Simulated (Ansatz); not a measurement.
Which YAML input does this script hand to the engine? (Ansatz's Python interface)

The script, `eps_cdte.py`:
```python
"""High-frequency dielectric tensor and Born charges of CdTe."""

import warnings

import ansatz as az
import numpy as np


def main() -> None:
    warnings.simplefilter("ignore", az.DeckWarning)

    vectors = np.array([
        [0.0, 3.205, 3.205],
        [3.205, 0.0, 3.205],
        [3.205, 3.205, 0.0],
    ])
    crystal = (
        az.Lattice.of(vectors)
        .atom("Cd", (0.0, 0.0, 0.0))
        .atom("Te", (0.25, 0.25, 0.25))
    )

    # an insulator: whole occupations
    calculation = (
        crystal.calculation()
        .functional(az.Functional.LDA)
        .pseudopotentials("paw")
        .kpoints(mesh=(6, 6, 6), center="gamma")
        .occupations("fixed")
        .dielectric()
    )
    done = calculation.run()
    response = done.dielectric
    eps = np.asarray(response.eps_inf)

    print(f"mean eps_inf {np.trace(eps) / 3:.3f}, fraction of exact exchange 1/eps = {3 / np.trace(eps):.3f}")
    print(np.array2string(eps, precision=3, suppress_small=True))
    for index, (site, z) in enumerate(zip(done.lattice.sites, response.zstar_e)):
        print("Born charge tensor of", site.symbol, index)
        print(np.round(z, 3) + 0.0)
    print(f"charge neutrality missed by {response.zstar_sum_residual_pre_e:.4f} e before the sum rule")


if __name__ == "__main__":
    main()
```

```console
$ python eps_cdte.py
mean eps_inf 9.284, fraction of exact exchange 1/eps = 0.108
[[9.284 0.    0.   ]
 [0.    9.284 0.   ]
 [0.    0.    9.284]]
Born charge tensor of Cd 0
[[2.137 0.    0.   ]
 [0.    2.137 0.   ]
 [0.    0.    2.137]]
Born charge tensor of Te 1
[[-2.137  0.     0.   ]
 [ 0.    -2.137  0.   ]
 [ 0.     0.    -2.137]]
charge neutrality missed by 0.0009 e before the sum rule
```

`input.yaml`:
```yaml
crystal:
  lattice:
    - [0.0, 3.205, 3.205]
    - [3.205, 0.0, 3.205]
    - [3.205, 3.205, 0.0]
  atoms:
    - { symbol: Cd, position: [0.0, 0.0, 0.0] }
    - { symbol: Te, position: [0.25, 0.25, 0.25] }
kpoints:
  mp_grid:
    grid: [6, 6, 6]
    shift: [0.0, 0.0, 0.0]
hamiltonian:
  xc: lda
  pseudopotentials:
    kind: paw
scf:
  occupations:
    method: fixed
dielectric: {}
```

Caveats:
- The Fermi level of a run with fixed occupations marks the highest occupied state on its mesh, not mid-gap.
- Of the deposited cell: the entry's cell lengths or inner coordinates differ somewhat from later room-temperature determinations.
- Pressure is positive in compression.
- The starting cell is as deposited in a crystallographic database; the results hold for this polymorph, which needn't be the stable one.
- This is the electronic (clamped-ion) response; a semilocal gap that is too small tends to raise it. The typed mesh is that of the SCF; the response is solved on denser meshes that the run picks.
- Hardware and time: 44 s on 1 thread of Arm Neoverse V2 (shared host), peak memory 0.64 GiB.
